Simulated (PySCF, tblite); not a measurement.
# C₄H₅FO₂: geometry, infrared bands, NMR shifts and spin-spin couplings

Aim: predict the infrared bands, NMR shifts and spin-spin couplings of C₄H₅FO₂ (`CC(=C=O)OCF`).

Computed with tblite 0.8.0 and PySCF 2.14.0, with density-fitted response routines of our own, on a single molecule in the gas phase. Atoms are numbered from 0 throughout.

### 1 The molecule as given

12 atoms, charge 0, multiplicity 1; geometry from: force field or distance geometry start.

Bonds of the start (Å): C0–C1 1.49, C1–C2 1.30, C2–O3 1.18, C1–O4 1.38, O4–C5 1.43, C5–F6 1.36, C0–H7 1.09, C0–H8 1.09, C0–H9 1.11, C5–H10 1.09, C5–H11 1.10.

### 2 Geometry optimisation with GFN2-xTB

The job: settings as JSON, then the geometry in Å.

```
{"job": {"kind": "relax", "xc": "GFN2-xTB", "basis": "xTB"}, "charge": 0, "multiplicity": 1}
C     -1.606000    -0.970300     0.363200
C     -0.459600    -0.032500     0.225700
C     -0.358600     1.108900     0.844700
O     -0.254900     2.162700     1.362800
O      0.554400    -0.492300    -0.589900
C      1.689000     0.352700    -0.765800
F      2.534800    -0.294100    -1.615200
H     -1.279300    -1.925600     0.771800
H     -2.066300    -1.145200    -0.614200
H     -2.389400    -0.567300     1.035000
H      1.417900     1.304100    -1.229200
H      2.219000     0.498200     0.185200
```

Command:

```sh
> OMP_NUM_THREADS=1 python probes_run.py task.json out
```

One launch serves the whole session: the jobs run in the order shown.

What it wrote:

```text
step      E/eV     max force
  0    -650.81808    1.393
  1    -650.86107    0.829
  2    -650.85661    1.700
  3    -650.86866    0.180
  4    -650.87094    0.139
  5    -650.87626    0.341
  6    -650.87937    0.211
  7    -650.88166    0.131
  8    -650.88346    0.142
  9    -650.88485    0.160
 10    -650.88590    0.096
 11    -650.88674    0.078
 12    -650.88734    0.065
 13    -650.88779    0.070
 14    -650.88814    0.055
 15    -650.88842    0.056
 16    -650.88866    0.047
 17    -650.88888    0.043
 18    -650.88911    0.044
 19    -650.88933    0.063
 20    -650.88953    0.066
 21    -650.88971    0.053
 22    -650.88990    0.052
 23    -650.89008    0.042
 24    -650.89021    0.030
 25    -650.89028    0.025
 26    -650.89031    0.015
 27    -650.89033    0.010
```

Wall time 0.11 s (1 thread of Arm Neoverse V1, shared host).

Relaxation path: (the energy doesn't fall at every step)

```tsv
step	energy from step 0 (eV)	largest force (eV/Å)
0	0.0000	1.3929
1	-0.0430	0.8286
2	-0.0385	1.7002
3	-0.0506	0.1796
4	-0.0529	0.1387
5	-0.0582	0.3410
6	-0.0613	0.2109
7	-0.0636	0.1308
8	-0.0654	0.1424
9	-0.0668	0.1598
10	-0.0678	0.0965
11	-0.0687	0.0779
12	-0.0693	0.0650
13	-0.0697	0.0699
14	-0.0701	0.0554
15	-0.0703	0.0557
16	-0.0706	0.0474
17	-0.0708	0.0430
18	-0.0710	0.0445
19	-0.0712	0.0627
20	-0.0715	0.0661
21	-0.0716	0.0528
22	-0.0718	0.0520
23	-0.0720	0.0418
24	-0.0721	0.0295
25	-0.0722	0.0248
26	-0.0722	0.0154
27	-0.0722	0.0100
```

Distances of close pairs at the start and the end, largest changes first:

```tsv
bond	before (Å)	after (Å)	change (Å)
O4–C5	1.426	1.384	-0.042
C0–H9	1.108	1.085	-0.022
C0–C1	1.487	1.504	+0.017
C5–H10	1.092	1.105	+0.013
C1–O4	1.380	1.393	+0.012
C5–F6	1.362	1.350	-0.012
C5–H11	1.098	1.105	+0.007
C0–H8	1.094	1.088	-0.006
```

The next job starts from the end point, and lists it.

### 3 Vibrational analysis with GFN2-xTB

The job: settings as JSON, then the geometry in Å.

```
{"job": {"kind": "ir", "xc": "GFN2-xTB", "basis": "xTB"}, "charge": 0, "multiplicity": 1}
C     -1.596534    -0.948082     0.368726
C     -0.412152    -0.033977     0.213768
C     -0.351281     1.112298     0.828874
O     -0.366749     2.129615     1.412209
O      0.581470    -0.524142    -0.629949
C      1.671590     0.315898    -0.773362
F      2.537000    -0.290823    -1.612809
H     -1.268856    -1.903383     0.773913
H     -2.049660    -1.122489    -0.605056
H     -2.328759    -0.503111     1.035093
H      1.390677     1.285395    -1.223370
H      2.194452     0.482116     0.185936
```

What it wrote:

```text
mode    cm-1     km/mol
  1      43.0      2.07
  2      82.1     17.28
  3     104.7      0.10
  4     107.5      4.97
  5     192.5      0.18
  6     242.7      6.91
  7     334.6      9.47
  8     371.3      3.75
  9     417.9      7.64
 10     636.7      2.61
 11     835.6     11.12
 12     983.3      1.82
 13    1030.5      6.04
 14    1072.7     28.44
 15    1092.7    153.88
 16    1106.4    115.00
 17    1209.2     89.29
 18    1209.3     34.21
 19    1335.9     23.26
 20    1381.2      9.93
 21    1397.7    220.15
 22    1446.9      6.33
 23    1459.4      2.50
 24    1472.4      5.50
 25    2271.2    619.49
 26    2822.9     56.72
 27    2854.1     43.42
 28    3017.6      9.38
 29    3028.8      7.96
 30    3062.7     11.04
```

It took 0.24 s on 1 thread of Arm Neoverse V1, shared host.

Which atoms move in the most intense modes:

```tsv
cm⁻¹	km/mol	atoms
1093	153.9	C5 54 %, F6 36 %
1106	115.0	C5 43 %, O4 39 %
1209	89.3	C1 43 %, H11 17 %, O4 16 %
1209	34.2	H10 38 %, H11 31 %, C1 16 %
1398	220.2	C1 51 %, O3 21 %
2271	619.5	C2 67 %, O3 18 %, C1 14 %
2823	56.7	H10 46 %, H11 45 %
2854	43.4	H11 49 %, H10 48 %
```

### 4 Shielding tensors: PBE0/pcSseg-1

Same as in step 3 but for these lines:

```diff
@@ -1,2 +1,2 @@
-{"job": {"kind": "ir", "xc": "GFN2-xTB", "basis": "xTB"}, "charge": 0, "multiplicity": 1}
+{"job": {"kind": "nmr", "xc": "PBE0", "basis": "pcSseg-1"}, "charge": 0, "multiplicity": 1}
 C     -1.596534    -0.948082     0.368726
```

Level: GIAO PBE0/pcSseg-1 NMR shielding, non-relativistic, gas phase.

What it wrote:

```text
coarse grid: 10704 points
cycle   1  E = -404.9654311423  dE =  1.198e+00  |g| = 8.871e-01  |ddm| = 3.155e+00
cycle   2  E = -404.6001021456  dE =  3.653e-01  |g| = 1.685e+00  |ddm| = 1.770e+00
cycle   3  E = -405.0910771684  dE = -4.910e-01  |g| = 2.713e-01  |ddm| = 1.269e+00
cycle   4  E = -405.1044882427  dE = -1.341e-02  |g| = 9.416e-02  |ddm| = 2.479e-01
cycle   5  E = -405.1061059249  dE = -1.618e-03  |g| = 2.383e-02  |ddm| = 8.033e-02
cycle   6  E = -405.1062180176  dE = -1.121e-04  |g| = 7.763e-03  |ddm| = 2.311e-02
cycle   7  E = -405.1062286255  dE = -1.061e-05  |g| = 2.015e-03  |ddm| = 5.682e-03
cycle   8  E = -405.1062293667  dE = -7.411e-07  |g| = 3.630e-04  |ddm| = 1.537e-03
final grid: 105712 points
cycle   9  E = -405.1755588777  dE = -1.387e-05  |g| = 1.413e-02  |ddm| = 2.116e-02
cycle  10  E = -405.1754661932  dE =  9.268e-05  |g| = 2.650e-02  |ddm| = 2.428e-02
cycle  11  E = -405.1755926657  dE = -1.265e-04  |g| = 3.675e-03  |ddm| = 1.762e-02
cycle  12  E = -405.1755951554  dE = -2.490e-06  |g| = 4.677e-04  |ddm| = 2.514e-03
cycle  13  E = -405.1755951929  dE = -3.757e-08  |g| = 1.770e-04  |ddm| = 5.181e-04
cycle  14  E = -405.1755952001  dE = -7.122e-09  |g| = 5.070e-05  |ddm| = 1.728e-04
cycle  15  E = -405.1755952006  dE = -5.141e-10  |g| = 1.186e-05  |ddm| = 4.039e-05
converged SCF energy = -405.1755952006

GIAO shielding tensors (ppm)
atom      isotropic    diamagn.    paramagn.     s11        s22        s33       span
  0 C      171.963     244.299     -72.336    160.687    175.621    179.581     18.895
  1 C      103.147     255.651    -152.504     29.235    120.312    159.895    130.660
  2 C      -67.046     262.670    -329.717    -96.164    -88.500    -16.475     79.690
  3 O     -224.632     402.188    -626.820   -642.062   -266.925    235.090    877.153
  4 O      305.558     398.470     -92.913    209.885    222.477    484.311    274.426
  5 C       82.063     240.153    -158.089     57.627     77.911    110.652     53.025
  6 F      350.644     468.041    -117.397    254.038    341.727    456.168    202.130
  7 H       29.145      27.837       1.308     24.431     27.220     35.784     11.353
  8 H       29.147      27.841       1.305     24.430     27.228     35.782     11.352
  9 H       30.040      27.677       2.362     25.857     26.902     37.360     11.502
 10 H       26.483      28.627      -2.144     22.173     27.266     30.010      7.837
 11 H       26.480      28.626      -2.147     22.182     27.251     30.007      7.825
```

It took 14 s on 1 thread of Arm Neoverse V1, shared host; peak memory 0.7 GiB.

The references, computed at this level on geometries of the same kind, shield at (ppm): 1H TMS 31.72, 13C TMS 186.9, 19F CFCl3 170.9, 17O H2O 336.1. Their shielding less the atom's gives the shift. The references are single molecules in the gas phase, so shifts against H2O, NH3, PH3, H3PO4 or CFCl3 are not on the usual liquid scales and can be off by tens of ppm. Atoms listed in one row are averaged.

```tsv
atoms	environment	σ (ppm)	δ (ppm)	δ scaled to CDCl3
C2	central carbon of a ketene	-67.0	254.0	246.0
C5	sp3 CH2 bonded to F and O	82.1	104.9	100.4
C1	terminal carbon of a ketene	103.1	83.8	79.9
C0	allylic methyl carbon	172.0	15.0	12.7
H10, H11	hydrogen on an sp3 CH2 bonded to F and O	26.48	5.24	5.04
H7, H8, H9	hydrogen on an allylic methyl carbon	29.44	2.27	2.25
O3	carbonyl oxygen	-224.6	560.7	–
O4	ether oxygen	305.6	30.5	–
F6	fluorine on an sp3 carbon	350.6	-179.7	–
```

The scaled column applies a straight-line fit of computed shieldings to shifts measured in CDCl3, and one for carbons that bear F (root-mean-square error 0.16 ppm for H, 1.9 ppm for C).

Charges from the same density, by scheme (e):

```tsv
atoms	Mulliken	IAO	Hirshfeld	ESP fit
C0	-0.17	-0.41	-0.11	-0.64
C1	-0.08	0.01	0.01	-0.01
C2	0.29	0.34	0.15	0.30
O3	-0.27	-0.29	-0.16	-0.28
O4	-0.45	-0.34	-0.12	-0.18
C5	0.37	0.24	0.09	0.17
F6	-0.30	-0.29	-0.11	-0.21
```

Mayer bond orders: C0–C1 1.04, C1–C2 1.67, C2–O3 2.10, C1–O4 0.95, O4–C5 0.94, C5–F6 0.97.

### 5 J couplings: B3LYP/pcJ-1

Same as in step 4 but for these lines:

```diff
@@ -1,2 +1,2 @@
-{"job": {"kind": "nmr", "xc": "PBE0", "basis": "pcSseg-1"}, "charge": 0, "multiplicity": 1}
+{"job": {"kind": "j", "xc": "B3LYP", "basis": "pcJ-1"}, "charge": 0, "multiplicity": 1}
 C     -1.596534    -0.948082     0.368726
```

Level: B3LYP/pcJ-1 indirect spin-spin coupling, non-relativistic, gas phase.

What it wrote:

```text
coarse grid: 10704 points
cycle   1  E = -405.4251906905  dE =  1.138e+00  |g| = 9.749e-01  |ddm| = 3.022e+00
cycle   2  E = -404.9140093405  dE =  5.112e-01  |g| = 1.961e+00  |ddm| = 1.936e+00
cycle   3  E = -405.5647205854  dE = -6.507e-01  |g| = 3.340e-01  |ddm| = 1.407e+00
cycle   4  E = -405.5844097256  dE = -1.969e-02  |g| = 1.290e-01  |ddm| = 3.029e-01
cycle   5  E = -405.5873453258  dE = -2.936e-03  |g| = 3.407e-02  |ddm| = 1.050e-01
cycle   6  E = -405.5875728435  dE = -2.275e-04  |g| = 1.070e-02  |ddm| = 3.121e-02
cycle   7  E = -405.5875917638  dE = -1.892e-05  |g| = 2.912e-03  |ddm| = 7.549e-03
cycle   8  E = -405.5875932256  dE = -1.462e-06  |g| = 4.933e-04  |ddm| = 2.082e-03
final grid: 105712 points
cycle   9  E = -405.6657269217  dE = -1.793e-04  |g| = 8.116e-03  |ddm| = 1.628e-02
cycle  10  E = -405.6657044790  dE =  2.244e-05  |g| = 1.354e-02  |ddm| = 1.111e-02
cycle  11  E = -405.6657359006  dE = -3.142e-05  |g| = 3.028e-03  |ddm| = 8.808e-03
cycle  12  E = -405.6657374383  dE = -1.538e-06  |g| = 9.637e-04  |ddm| = 2.319e-03
cycle  13  E = -405.6657375773  dE = -1.389e-07  |g| = 3.056e-04  |ddm| = 7.527e-04
cycle  14  E = -405.6657375958  dE = -1.854e-08  |g| = 5.451e-05  |ddm| = 2.466e-04
cycle  15  E = -405.6657375964  dE = -5.538e-10  |g| = 1.733e-05  |ddm| = 4.787e-05
converged SCF energy = -405.6657375964

Indirect spin-spin couplings (Hz)
  i      j    bonds     total        FC       PSO       DSO        SD
  0 C    1 C    1     57.015    57.644    -0.892     0.262         -
  0 C    2 C    2      8.187     7.644     0.532     0.010         -
  0 C    3 O    3     -1.151    -0.332    -0.863     0.044         -
  0 C    4 O    2    -11.062   -10.977    -0.075    -0.010         -
  0 C    5 C    3      3.606     3.615     0.072    -0.080         -
  0 C    6 F    4     -0.656    -0.496     0.039    -0.254     0.055
  0 C    7 H    1    141.310   139.759     0.885     0.665         -
  0 C    8 H    1    141.182   139.630     0.886     0.666         -
  0 C    9 H    1    133.683   132.061     0.960     0.662         -
  0 C   10 H    4     -0.271    -0.263     0.266    -0.274         -
  0 C   11 H    4     -0.270    -0.262     0.266    -0.274         -
  1 C    2 C    1    145.551   152.013    -6.811     0.349         -
  1 C    3 O    2      9.508     3.133     6.287     0.088         -
  1 C    4 O    1     24.243    25.699    -1.288    -0.168         -
  1 C    5 C    2      0.360     0.282     0.057     0.021         -
  1 C    6 F    3      9.166    11.997    -2.880    -0.393     0.442
  1 C    7 H    2     -9.940    -9.902    -0.072     0.034         -
  1 C    8 H    2     -9.978    -9.940    -0.074     0.036         -
  1 C    9 H    2      0.730     0.805    -0.081     0.006         -
  1 C   10 H    3      0.967     0.893     0.017     0.057         -
  1 C   11 H    3      0.950     0.876     0.018     0.056         -
  2 C    3 O    1     34.248     9.697    24.600    -0.048         -
  2 C    4 O    2      0.307     2.501    -2.193    -0.001         -
  2 C    5 C    3      4.255     4.155    -0.002     0.102         -
  2 C    6 F    4     -2.406    -1.286    -0.939    -0.214     0.032
  2 C    7 H    3      3.408     3.507     0.162    -0.261         -
  2 C    8 H    3      3.433     3.532     0.163    -0.262         -
  2 C    9 H    3      2.535     2.476    -0.203     0.262         -
  2 C   10 H    4      0.286     0.026    -0.140     0.400         -
  2 C   11 H    4      0.288     0.030    -0.140     0.398         -
  3 O    5 C    4     -0.160    -0.030    -0.134     0.004         -
  3 O    6 F    5      1.337     0.050     0.969     0.137     0.182
  3 O    7 H    4     -0.778    -0.917    -0.060     0.198         -
  3 O    8 H    4     -0.778    -0.917    -0.060     0.198         -
  3 O   10 H    5     -0.527    -0.226    -0.278    -0.022         -
  3 O   11 H    5     -0.522    -0.223    -0.277    -0.021         -
  4 O    5 C    1     20.512    18.885     1.785    -0.158         -
  4 O    6 F    2    -57.313   -49.886    -3.944     0.002    -3.485
  4 O    7 H    3     -0.800    -0.591    -0.155    -0.054         -
  4 O    8 H    3     -0.823    -0.614    -0.154    -0.055         -
  4 O    9 H    3    -11.540   -11.384    -0.388     0.232         -
  4 O   10 H    2     -3.852    -3.967     0.018     0.097         -
  4 O   11 H    2     -3.874    -3.990     0.019     0.097         -
  5 C    6 F    1   -268.363  -283.882    -0.793     0.816    15.497
  5 C    7 H    4     -0.266    -0.257     0.255    -0.264         -
  5 C    8 H    4     -0.266    -0.257     0.255    -0.264         -
  5 C    9 H    4      1.234     1.225     0.336    -0.326         -
  5 C   10 H    1    170.202   169.705    -0.779     1.276         -
  5 C   11 H    1    170.206   169.709    -0.778     1.275         -
  6 F    7 H    5      0.199     0.127     0.782    -0.704    -0.006
  6 F    8 H    5      0.200     0.128     0.781    -0.702    -0.006
  6 F    9 H    5      1.594     1.338     1.325    -1.154     0.085
  6 F   10 H    2     51.027    51.265     4.500    -1.157    -3.581
  6 F   11 H    2     51.032    51.273     4.498    -1.158    -3.581
  7 H    8 H    2    -11.940   -12.056     2.700    -2.584         -
  7 H    9 H    2    -14.837   -14.906     2.764    -2.695         -
  7 H   10 H    5     -0.231    -0.142     1.285    -1.374         -
  8 H    9 H    2    -14.853   -14.921     2.762    -2.694         -
  8 H   11 H    5     -0.228    -0.139     1.285    -1.374         -
 10 H   11 H    2      1.374     1.255     1.852    -1.733         -
```

Run time: 36 s. Hardware: 1 thread of Arm Neoverse V1, shared host; peak memory 0.95 GiB.

Couplings of 1 Hz or more, nine at most for each number of bonds, with means over like pairs (isotopes 13C, 19F, 1H, 17O):

```tsv
pair	bonds	J (Hz)	Fermi contact (Hz)	dihedral (°)
C5–F6	1	-268.4	-283.9	–
C5–H10	1	170.2	169.7	–
C1–C2	1	145.6	152.0	–
C0–H7	1	138.7	137.2	–
C0–C1	1	57.0	57.6	–
C2–O3	1	34.2	9.7	–
C1–O4	1	24.2	25.7	–
O4–C5	1	20.5	18.9	–
O4–F6	2	-57.3	-49.9	–
F6–H10	2	51.0	51.3	–
H7–H8	2	-13.9	-14.0	–
C0–O4	2	-11.1	-11.0	–
C1–O3	2	9.5	3.1	–
C0–C2	2	8.2	7.6	–
C1–H7	2	-6.4	-6.3	–
O4–H10	2	-3.9	-4.0	–
H10–H11	2	1.4	1.3	–
C1–F6	3	9.2	12.0	-180
O4–H7	3	-4.4	-4.2	–
C2–C5	3	4.3	4.2	0
C0–C5	3	3.6	3.6	180
C2–H7	3	3.1	3.2	–
C0–O3	3	-1.2	-0.3	–
C2–F6	4	-2.4	-1.3	–
```

The spin-dipole term was solved for some atoms only; pairs without it lack that part.

The response was solved for the nuclei of C, F, H alone, so couplings that need other nuclei can be missing.

Quadrupole couplings from the field gradients of the same density:

```tsv
atom	isotope	eQq/h (MHz)	η
O4	17O	12.2	0.92
O3	17O	9.036	0.46
```

Joined with the shifts from before (PBE0/pcSseg-1, unscaled), the couplings predict the line list below for 400 MHz.

1H NMR δ 5.24 (d, J = 51.0 Hz, 2H), 2.27 (s, 3H). The letters are first-order; like nuclei with unlike couplings give more lines.

### 6 Results

```
                                                              quantity                         value
                             strongest single infrared mode (GFN2-xTB)         2271 cm⁻¹, 619 km/mol
                                          zero-point energy (GFN2-xTB)                 52.4 kcal/mol
                                13C shifts against TMS (PBE0/pcSseg-1)  254.0, 104.9, 83.8, 15.0 ppm
1H shifts against TMS (PBE0/pcSseg-1, means over atoms taken as alike)                5.24, 2.27 ppm
                                17O shifts against H2O (PBE0/pcSseg-1)               560.7, 30.5 ppm
                              19F shifts against CFCl3 (PBE0/pcSseg-1)                    -179.7 ppm
                           largest coupling of the table (B3LYP/pcJ-1)      1J(C,F) C5–F6, -268.4 Hz
```

In words: The optimisation took 27 steps and gained 0.072 eV; among the close pairs (by a distance rule), O4–C5 changed most, from 1.426 to 1.384 Å. All 30 modes are real, so the xTB geometry is a minimum. The strongest single mode, at 2271 cm⁻¹, moves mainly C2. Unscaled tight-binding wavenumbers are off by several per cent, some by more. Its intensities can rank the bands wrongly. The most deshielded hydrogen is H10, H11 (mean) (hydrogen on an sp3 CH2 bonded to F and O), at 5.24 ppm: its carbon carries F and O, which withdraws density. At PBE0/pcSseg-1: The widest tensor belongs to O3: span 877 ppm, with a paramagnetic part of -627 ppm. Of the pairs tabulated at B3LYP/pcJ-1, C5–F6 couples most strongly (-268.4 Hz; Fermi contact -283.9 Hz). Couplings across rotatable bonds belong to this one conformer; where others are populated, the observed values are averages.
